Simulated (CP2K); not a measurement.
# C2H6BN (SMILES BCN=C) at 3 levels

Aim: a comparison of 3 runs (GFN2-xTB, PM6, GFN1-xTB) of C2H6BN. 

The results are computed with CP2K 2026.2.

4 further runs of the same task are left out: 1 that didn't finish, 3 set aside as unsound or not needed.

**1. The structure to begin with**

C2H6BN: 10 atoms, total charge 0, spin state singlet. SMILES: `BCN=C`. The coordinates come from a GFN2-xTB relaxation. This is one conformer, not always the lowest.

Bond lengths: B1–C2 1.574 Å, C2–N3 1.430 Å, N3–C4 1.250 Å, B1–H5 1.168 Å, B1–H6 1.166 Å, C2–H7 1.106 Å, C2–H8 1.098 Å, C4–H9 1.080 Å, C4–H10 1.099 Å. Some angles: B1–C2–N3 114.6°, C2–N3–C4 120.7°, B1–C2–H7 110.4°, B1–C2–H8 106.3°, N3–C2–H7 112.1°, N3–C2–H8 106.6°, C2–B1–H5 117.9°, C2–B1–H6 121.1°, N3–C4–H9 118.7°, N3–C4–H10 124.5°.

**2. Energy and gradient at GFN2-xTB (run 1)**

The input, gas.inp:

```
&GLOBAL
  PROJECT_NAME gas
  RUN_TYPE ENERGY_FORCE
  PRINT_LEVEL MEDIUM
&END GLOBAL

&FORCE_EVAL
  METHOD QUICKSTEP
  &DFT
    &QS
      METHOD XTB
      EPS_DEFAULT 1.0E-10
      &XTB
        GFN_TYPE TBLITE
        &TBLITE
          METHOD GFN2
        &END TBLITE
        CHECK_ATOMIC_CHARGES F
      &END XTB
    &END QS
    # isolated system
    &POISSON
      PERIODIC NONE
      POISSON_SOLVER ANALYTIC
    &END POISSON
    &SCF
      SCF_GUESS ATOMIC
      EPS_SCF 1.0E-07
      MAX_SCF 150
      ADDED_MOS 8
      &DIAGONALIZATION
        ALGORITHM STANDARD
      &END DIAGONALIZATION
      &MIXING
        METHOD DIRECT_P_MIXING
        ALPHA 0.4
      &END MIXING
    &END SCF
    &PRINT
      &MOMENTS
        PERIODIC F
        REFERENCE COM
        MAX_MOMENT 1
      &END MOMENTS
      &MO ON
        ENERGIES T
        OCCUPATION_NUMBERS T
        NDIGITS 6
        &EACH
          QS_SCF 0
        &END EACH
        ADD_LAST NUMERIC
      &END MO
      &HIRSHFELD OFF
      &END HIRSHFELD
    &END PRINT
  &END DFT
  # atoms, cell and kinds
  &SUBSYS
    &CELL
      ABC 15.7 15.4 14.8
      PERIODIC NONE
    &END CELL
    &COORD
      UNIT bohr
      B     -2.8448693     1.2956718    -0.6416754
      C      0.1242117     1.1744648    -0.5161976
      N      1.1062079    -0.1972496     1.5944753
      C      2.2461096    -2.2425380     1.2803272
      H     -3.7645801     2.2532149    -2.4042230
      H     -4.0860792     0.4533642     0.9713948
      H      0.9017017     0.4901950    -2.3309205
      H      0.7780569     3.1325990    -0.3070994
      H      2.9220079    -3.2486471     2.9222347
      H      2.6172329    -3.1110750    -0.5682973
    &END COORD
    &TOPOLOGY
      &CENTER_COORDINATES
      &END CENTER_COORDINATES
    &END TOPOLOGY
  &END SUBSYS
  &PRINT
    &FORCES ON
    &END FORCES
  &END PRINT
&END FORCE_EVAL
```

On the command line:

```
$ OMP_NUM_THREADS=1 cp2k.psmp gas.inp > gas.out
```

Output:

```text
CP2K| version string:                                       CP2K version 2026.2
[...]
 GLOBAL| Method name                                                        CP2K
[...]
 GLOBAL| Run type                                                   ENERGY_FORCE
[...]
                             - Atoms:                                         10
[...]
                             - Spherical basis functions:                     22
[...]
 Number of electrons:                                                         22
[...]
  *** SCF run converged in    20 steps ***
[...]
  Fermi energy:                                                -0.29586995205762
[...]
 TB_DIPOLE| Moment [Debye]         -0.16634128       0.26563004      -0.62824426
 TB_DIPOLE| Derivative [a.u.]       0.00000000       0.00000000       0.00000000
[...]
 ENERGY| Total FORCE_EVAL ( QS ) energy [hartree]            -11.440504923359256
 FORCES| Atomic forces [hartree/bohr]
 FORCES|   Atom     x               y               z               |f|
 FORCES|      1  4.81600348E-05  5.41599705E-05  1.41590545E-05   7.38455833E-05
 FORCES|      2  9.23996997E-05 -1.43812212E-05  2.67472472E-05   9.72622191E-05
 FORCES|      3  1.27577889E-04 -2.24544972E-04  3.63568862E-06   2.58282366E-04
 FORCES|      4 -1.30038386E-04  1.80310993E-04  1.51634715E-05   2.22827213E-04
 FORCES|      5 -3.32390404E-05  6.92886619E-05 -1.29542269E-04   1.50621884E-04
 FORCES|      6 -6.88611945E-05 -8.98213684E-05  1.19954226E-04   1.64920462E-04
 FORCES|      7 -1.45166997E-05 -1.47771162E-05 -4.99325349E-05   5.40588177E-05
 FORCES|      8 -3.59484024E-05  2.09286302E-05 -6.59700876E-06   4.21166917E-05
 FORCES|      9 -1.27602212E-05  2.98775185E-05 -5.93751604E-06   3.30264054E-05
 FORCES|     10  2.72263210E-05 -1.10410957E-05  1.23496410E-05   3.18699229E-05
 FORCES| Sum    -9.46644022E-18 -1.62833614E-16  7.48268906E-18
 FORCES| Total atomic force                                       1.63280096E-16
[...]
```

Run time: 0.24 s. Hardware: 1 thread of Arm Neoverse V2, shared host.

**3. Energy and forces at PM6 (run 2)**

The input, run.inp:

```
&GLOBAL
    PROJECT_NAME run
    RUN_TYPE ENERGY_FORCE
    PRINT_LEVEL HIGH
&END GLOBAL

&FORCE_EVAL
    METHOD QUICKSTEP
    &DFT
        &QS
            METHOD PM6
            EPS_DEFAULT 1.0E-10
            &SE
                &COULOMB
                    CUTOFF [angstrom] 50
                    RC_RANGE [angstrom] 0
                &END COULOMB
                &EXCHANGE
                    CUTOFF [angstrom] 50
                    RC_RANGE [angstrom] 0
                &END EXCHANGE
            &END SE
        &END QS
        &POISSON
            PERIODIC NONE
            POISSON_SOLVER ANALYTIC
        &END POISSON
        &SCF
            SCF_GUESS ATOMIC
            EPS_SCF 1.0E-06
            MAX_SCF 25
            &OT
                MINIMIZER CG
                PRECONDITIONER FULL_SINGLE_INVERSE
                STEPSIZE 0.02
            &END OT
            &OUTER_SCF
                EPS_SCF 1.0E-06
                MAX_SCF 2
            &END OUTER_SCF
        &END SCF
        &PRINT
            &MOMENTS
                PERIODIC F
                REFERENCE COM
                MAX_MOMENT 1
            &END MOMENTS
            &MO_CUBES
                NLUMO 3
                NHOMO -1
                WRITE_CUBE F
            &END MO_CUBES
            &HIRSHFELD OFF
            &END HIRSHFELD
        &END PRINT
    &END DFT
    &SUBSYS
        &CELL
            ABC 11.7 11.4 10.8
            PERIODIC NONE
        &END CELL
        &COORD
            B      4.652560     6.416345     4.923380
            C      6.223730     6.352205     4.989780
            N      6.743380     5.626325     6.106700
            C      7.346590     4.544005     5.940460
            H      4.165870     6.923055     3.990680
            H      3.995740     5.970615     5.776980
            H      6.635160     5.990105     4.029470
            H      6.569730     7.388405     5.100430
            H      7.704260     4.011595     6.809320
            H      7.542980     4.084395     4.962210
        &END COORD
    &END SUBSYS
    &PRINT
        &FORCES ON
        &END FORCES
    &END PRINT
&END FORCE_EVAL
```

On the command line:

```
$ OMP_NUM_THREADS=1 cp2k.psmp -i run.inp -o run.out
```

Output:

```text
CP2K| version string:                                       CP2K version 2026.2
[...]
 GLOBAL| Method name                                                        CP2K
[...]
 GLOBAL| Run type                                                   ENERGY_FORCE
[...]
                             - Atoms:                                         10
[...]
                             - Spherical basis functions:                     22
[...]
 Number of electrons:                                                         22
[...]
     1 OT CG       0.20E-01    0.0     0.32933882       -15.8870702240 -1.59E+01
[...]
    13 OT CG       0.26E+00    0.0     0.00000056       -20.5638790046 -5.72E-11
  *** SCF run converged in    13 steps ***
  Core-core repulsion energy [eV]:                           1309.09993726448238
  Core Hamiltonian energy [eV]:                              -873.13329332808257
  Two-electron integral energy [eV]:                        -1991.07649821814857
  Electronic energy [eV]:                                   -1868.67154243715663
  Total energy [eV]:                                         -559.57160517267437
  Atomic reference energy [eV]:                               561.53480902298270
  Heat of formation [kcal/mol]:                                45.27255988073930
[...]
 SE_DIPOLE| Moment [Debye]         -0.31676253       0.38341907       1.95146738
 SE_DIPOLE| Derivative [a.u.]       0.00000000       0.00000000       0.00000000
[...]
 ENERGY| Total FORCE_EVAL ( QS ) energy [hartree]            -20.563879004564015
 FORCES| Atomic forces [hartree/bohr]
 FORCES|   Atom     x               y               z               |f|
 FORCES|      1  4.81957741E-03 -1.45078815E-03  9.40536442E-04   5.12032435E-03
 FORCES|      2 -3.04228721E-03  4.39739991E-03 -1.88796398E-02   1.96222689E-02
 FORCES|      3 -2.62858789E-02  3.96744779E-02  3.77061726E-02   6.07187539E-02
 FORCES|      4  2.38955980E-02 -4.49210399E-02 -1.58664465E-02   5.32976881E-02
 FORCES|      5 -1.64842030E-03  4.87904635E-03 -7.57975923E-03   9.16379467E-03
 FORCES|      6 -3.49993073E-03 -4.22120243E-03  7.83227903E-03   9.56099681E-03
 FORCES|      7 -3.18724877E-03  3.06204234E-03 -9.71916727E-03   1.06769317E-02
 FORCES|      8  1.32485793E-04  1.29515803E-02 -1.42268840E-03   1.30301584E-02
 FORCES|      9  4.91287787E-03 -6.73094799E-03  4.08912828E-03   9.28240270E-03
 FORCES|     10  3.90322687E-03 -7.64056834E-03  2.89958481E-03   9.05654772E-03
 FORCES| Sum     1.66533454E-16  5.89805982E-17  6.52256027E-16
 FORCES| Total atomic force                                       6.75758853E-16
[...]
```

It took 0.54 s on 1 thread of Arm Neoverse V2, shared host.

**4. Energy and forces at GFN1-xTB (run 3)**

The input, run.inp:

```
&FORCE_EVAL
 METHOD Quickstep
 &DFT
  CHARGE 0
  MULTIPLICITY 1
  &QS
   METHOD XTB
   EPS_DEFAULT 1.0E-10
   &XTB
    GFN_TYPE 1
    CHECK_ATOMIC_CHARGES F
   &END XTB
  &END QS
  &POISSON
   PERIODIC NONE
   POISSON_SOLVER ANALYTIC
  &END POISSON
  &SCF
   SCF_GUESS ATOMIC
   EPS_SCF 1.0E-06
   MAX_SCF 150
   ADDED_MOS 8
   &DIAGONALIZATION
    ALGORITHM STANDARD
   &END DIAGONALIZATION
   &MIXING
    METHOD DIRECT_P_MIXING
    ALPHA 0.4
   &END MIXING
  &END SCF
  &PRINT
   &MOMENTS
    PERIODIC F
    REFERENCE COM
    MAX_MOMENT 1
   &END MOMENTS
   &MO ON
    ENERGIES T
    OCCUPATION_NUMBERS T
    NDIGITS 6
    &EACH
     QS_SCF 0
    &END EACH
    ADD_LAST NUMERIC
   &END MO
   &HIRSHFELD OFF
   &END HIRSHFELD
  &END PRINT
 &END DFT
 &SUBSYS
  &CELL
   ABC [angstrom] 11.7 11.4 10.8
   PERIODIC NONE
  &END CELL
  &COORD
   B      4.652560     6.416345     4.923380
   C      6.223730     6.352205     4.989780
   N      6.743380     5.626325     6.106700
   C      7.346590     4.544005     5.940460
   H      4.165870     6.923055     3.990680
   H      3.995740     5.970615     5.776980
   H      6.635160     5.990105     4.029470
   H      6.569730     7.388405     5.100430
   H      7.704260     4.011595     6.809320
   H      7.542980     4.084395     4.962210
  &END COORD
 &END SUBSYS
 &PRINT
  &FORCES ON
  &END FORCES
 &END PRINT
&END FORCE_EVAL

&GLOBAL
 PROJECT_NAME run
 RUN_TYPE ENERGY_FORCE
 PRINT_LEVEL MEDIUM
&END GLOBAL
```

On the command line:

```
$ OMP_NUM_THREADS=1 cp2k.psmp -i run.inp > run.out 2>&1
```

Output:

```text
CP2K| version string:                                       CP2K version 2026.2
[...]
 GLOBAL| Method name                                                        CP2K
[...]
 GLOBAL| Run type                                                   ENERGY_FORCE
[...]
                             - Atoms:                                         10
[...]
                             - Spherical basis functions:                     28
[...]
 Number of electrons:                                                         22
[...]
     1 P_Mix/Diag. 0.40E+00    0.0     0.84550132       -11.9020080815 -1.19E+01
[...]
    11 DIIS/Diag.  0.33E-06    0.0     0.00000029       -11.9718890770 -3.94E-13
  *** SCF run converged in    11 steps ***
[...]
 TB_DIPOLE| Moment [Debye]          0.12906021      -0.11865479      -0.97838923
 TB_DIPOLE| Derivative [a.u.]       0.00000000       0.00000000       0.00000000
[...]
 ENERGY| Total FORCE_EVAL ( QS ) energy [hartree]            -11.971889076990697
 FORCES| Atomic forces [hartree/bohr]
 FORCES|   Atom     x               y               z               |f|
 FORCES|      1  1.39645509E-02 -2.72359817E-03  1.59745626E-03   1.43170715E-02
 FORCES|      2 -4.75028598E-03  5.71443750E-03 -1.19453938E-02   1.40681358E-02
 FORCES|      3 -5.94395994E-03  7.66281420E-03  1.39580946E-02   1.69964051E-02
 FORCES|      4  5.05307301E-03 -1.02370484E-02 -6.27307817E-03   1.30262127E-02
 FORCES|      5 -4.27283269E-03  3.51984285E-03 -5.87372201E-03   8.07136935E-03
 FORCES|      6 -5.64862409E-03 -2.35264926E-03  5.49145566E-03   8.22180016E-03
 FORCES|      7 -5.43798058E-04  4.64588511E-04  1.38268226E-03   1.55671739E-03
 FORCES|      8  6.96199779E-05  6.61516832E-04 -8.30391373E-04   1.06395549E-03
 FORCES|      9  2.05557214E-03 -2.48150709E-03  1.28572062E-03   3.46934169E-03
 FORCES|     10  1.66847228E-05 -2.28396982E-04  1.20717596E-03   1.22870556E-03
 FORCES| Sum     3.30986594E-17  3.99528501E-16 -1.78893358E-16
 FORCES| Total atomic force                                       4.39000430E-16
[...]
```

Wall time 0.28 s (1 thread of Arm Neoverse V2, shared host).

**5. The series**

```
run     level  SCF convergence threshold  iteration cap  energy (Eh)  dipole moment (D)  HOMO energy (eV)  LUMO energy (eV)  wall time
  1  GFN2-xTB                      1e-07            150   -11.440505               0.70            -10.00             -7.16     0.24 s
  2       PM6                      1e-06             25   -20.563879               2.01                 –                 –     0.54 s
  3  GFN1-xTB                      1e-06            150   -11.971889               0.99            -11.19             -7.72     0.28 s
```

**6. What came out**

| quantity | value |
| --- | --- |
| run 3: total energy | -11.97189 Eh |
| run 3: dipole moment (from atomic charges alone) | 0.99 D |
| run 3: HOMO energy | -11.19 eV |
| run 3: LUMO energy | -7.72 eV |
| run 3: HOMO–LUMO gap | 3.46 eV |
| run 3: dispersion energy | -6.77 kJ/mol |
| run 3: largest force on an atom | 0.874 eV/Å |

In words: The dipole moment (its size) runs from 0.70 D (GFN2-xTB) to 2.01 D (PM6). Some of these are taken from atomic charges alone. Force-field and semi-empirical energies have zeros of their own, so their totals don't compare. All runs together took 1.1 s, the longest 0.54 s.
